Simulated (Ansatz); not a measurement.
CoAu4 under changes of volume

One of the cells (17.058 Å³/atom); the others are scaled copies at fixed shape and fractional positions:

```xyz
5
Lattice="1.4528 0.8388 11.6661 -1.4528 0.8388 11.6661 0.0000 -1.6775 11.6661" Properties=species:S:1:pos:R:3 pbc="T T T"
Au    0.0000    0.0000   21.2323
Au    0.0000    0.0000    7.0795
Au    0.0000    0.0000   27.9186
Au    0.0000    0.0000   13.7659
Co    0.0000    0.0000    0.0000
```

The cell comes from a database or a generator and needn't be the stable form of this composition.

| Quantity | Value |
| --- | --- |
| Program | Ansatz 0.2.0 |
| Functional | PBEsol |
| Potentials or basis | Ansatz PAW |
| Cutoff | 420 eV (not typed: the program's choice for these potentials) |
| k mesh | 11 × 11 × 11 |
| Occupations | fermi-dirac, width 0.05 eV |
| Spin | collinear spin, ferromagnetic start |
| Starting moments | [0.0, 0.0, 0.0, 0.0, 2.0] μB |

```tsv
volume (Å³/atom)	energy over the lowest point (meV/atom)	pressure (GPa)	moment (μB per cell)	largest force (eV/Å)
16.035	0.00	-1.4	1.75	0.127
16.376	6.63	-4.7	1.77	0.086
16.717	?	?	?	?
17.058	38.94	-10.2	1.81	0.016
17.400	62.96	-12.3	1.82	0.028
17.741	91.29	-14.2	1.84	0.063
18.082	123.32	-15.8	1.85	0.097
```

**Question.** What does the run at 16.717 Å³/atom give?

**Answer.** Energy over the lowest point 19.90 meV/atom; pressure -7.6 GPa; moment 1.79 μB per cell; largest force 0.047 eV/Å.

Worked out: A Birch-Murnaghan fit of order 3 (a polynomial in V^(-2/3)) to the other rows has its minimum at 15.90 Å³/atom, just outside them, with B0 = V·E''(V) = 176 GPa and B' = 5.5 at fixed shape and positions, which overstates the stiffness. It gives 19.91 meV/atom at 16.717 Å³/atom, against the run's 19.90, and -dE/dV = -7.6 GPa, against -7.6. A straight line through the other rows of the moment, of slope 0.0495 μB per Å³/atom, gives 1.79 μB, against the run's 1.79.

Energies are extrapolated to zero smearing.

Caveats: the PAW data sets come from PBE, with cores solved anew for the run's functional, which leaves a small shift of forces and pressure.
